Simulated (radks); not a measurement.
**W⁺ in [Xe] 4f14 5d4 6s1: an all-electron calculation**

One table from this session's results is given with a row withheld; the runs are named, their logs left out.

Program: radks (a radial shooting solver on a logarithmic mesh, Libxc functionals) version 1. Level of theory: scalar-relativistic Kohn-Sham, PBE, spin-unpolarised, spherical densities, finite nucleus. These are calculated values, not measurements, unless marked.

**The system**

| Property | Result |
| --- | --- |
| element | tungsten (Z = 74) |
| charge | +1 |
| electrons | 73 |
| configuration | [Xe] 4f14 5d4 6s1 |
| nuclear rms radius | 5.3658 fm |

The outer shells:

W⁺
```
[Xe] core
4f [↑↓][↑↓][↑↓][↑↓][↑↓][↑↓][↑↓]
5d [↑ ][↑ ][↑ ][↑ ][  ]
6s [↑ ]
```

Set-up of the first run:

The run's settings:

```text
Z 74
configuration [Xe] 4f14 5d4 6s1 6p0 7s0
relativity scalar-relativistic
functional pbe,pbe
spin unpolarised
nucleus finite rms 5.3658 fm
c 137.035999084
```

Launch:

```
$ python run_ks.py task.json out
```

The same process makes all the runs of this session.

One of the session's tables, all rows but one given; the rest of the session is left out.

It belongs to the step «Shells». Sizes of the orbitals, from the radial functions (bohr):

| level | <r> | outermost maximum (interpolated) | 90 % within | nodes |
| --- | --- | --- | --- | --- |
| 1s | 0.01835 | 0.0115 | 0.0334 | 0 |
| 2s | 0.07758 | 0.0657 | 0.120 | 1 |
| 2p | 0.06944 | 0.0539 | 0.113 | 0 |
| 3s | 0.2011 | 0.185 | 0.295 | 2 |
| 3p | 0.2013 | 0.183 | 0.301 | 1 |
| 3d | 0.1824 | 0.149 | 0.283 | 0 |
| 4s | 0.4496 | 0.421 | 0.645 | 3 |
| 4p | ? | ? | ? | ? |
| 4d | 0.5113 | 0.452 | 0.766 | 1 |
| 5s | 1.068 | 0.963 | 1.53 | 4 |
| 5p | 1.249 | 1.09 | 1.83 | 3 |
| 4f | 0.6078 | 0.429 | 1.01 | 0 |
| 6s | 2.962 | 2.57 | 4.33 | 5 |
| 5d | 1.966 | 1.49 | 3.11 | 2 |
| 6p | 3.928 | 3.34 | 5.80 | 4 |

Q: Estimate the row for 4p from the others.

**Answer.** <r>: 0.4780; outermost maximum (interpolated): 0.441; 90 % within: 0.695; nodes: 2. In the column «<r>» it lies between 4s (0.4496) and 4d (0.5113).

Caveats from the session: Spin polarisation and multiplet splitting are left out.
